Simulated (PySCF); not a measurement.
# MgBi−: from the state search to spectroscopic constants

The task here is to estimate one member of a computed series from the others.

Program: PySCF 2.14.0. Level of theory: Mg def2-SVPD, Bi def2-SVPD with ECP60, scalar-relativistic core potentials. These are calculated values, not measurements.

4 further runs of the same task are left out: 4 set aside as unsound or not needed.

The first run:

The job is set up so:

```yaml
atoms: Mg, Bi
charge: -1
basis: Mg def2-SVPD, Bi def2-SVPD with ECP60
Hamiltonian: scalar-relativistic core potentials
basis_functions: 53
electrons_treated: 36
masses_in_u: 23.9850, 208.9804
levels: PBE0, PBE, r²SCAN, BP86, r²SCANh, r²SCAN0
grid: 80 radial by 434 angular points
occupations: held fixed by the projection of orbital angular momentum
dissociation_limit: Mg + Bi−, each in its ground configuration
starting_distance_in_angstrom: 2.915
values_of_2S_to_try: 0, 2
```

Started as:

```bash
$ OMP_NUM_THREADS=1 python dia.py task.json out
```

Among the steps run: The job; PBE0 along the bond; Higher solutions at PBE0; PBE (GGA); r²SCAN; BP86; r²SCANh; r²SCAN0 (hybrid meta-GGA).

One table of the session follows, with a row left open; its other results are not shown here.

Energy (eV) from each level's lowest point:

| R (Å) | PBE | BP86 | r²SCAN | r²SCANh | PBE0 |
| --- | --- | --- | --- | --- | --- |
| 2.393 | 0.559 | 0.557 | 0.526 | 0.518 | 0.522 |
| 2.505 | 0.252 | 0.252 | 0.227 | 0.222 | 0.226 |
| 2.616 | 0.083 | 0.083 | 0.067 | 0.065 | 0.068 |
| 2.700 | 0.021 | 0.021 | 0.013 | 0.012 | 0.014 |
| 2.783 | 0.000 | 0.000 | 0.000 | 0.000 | 0.000 |
| 2.866 | 0.010 | 0.009 | 0.017 | 0.018 | 0.016 |
| 2.978 | 0.055 | 0.053 | 0.072 | 0.073 | 0.067 |
| 3.117 | ? | ? | ? | ? | ? |
| 3.284 | 0.275 | 0.268 | 0.312 | 0.312 | 0.291 |
| 3.507 | 0.452 | 0.439 | 0.500 | 0.497 | 0.462 |

Estimate the missing values for R (Å) = 3.117.

Worked estimate for «PBE». A straight line through the neighbours (2.978, 0.055) and (3.284, 0.275) gives 0.055 + (0.275 − 0.055) × (3.117 − 2.978) / (3.284 − 2.978) = 0.155; a parabola fitted to 4 rows on both sides gives 0.150.

**Answer.** PBE: 0.145; BP86: 0.141; r²SCAN: 0.172; r²SCANh: 0.173; PBE0: 0.161. In «PBE» the line misses by +0.010 and the parabola by +0.005.
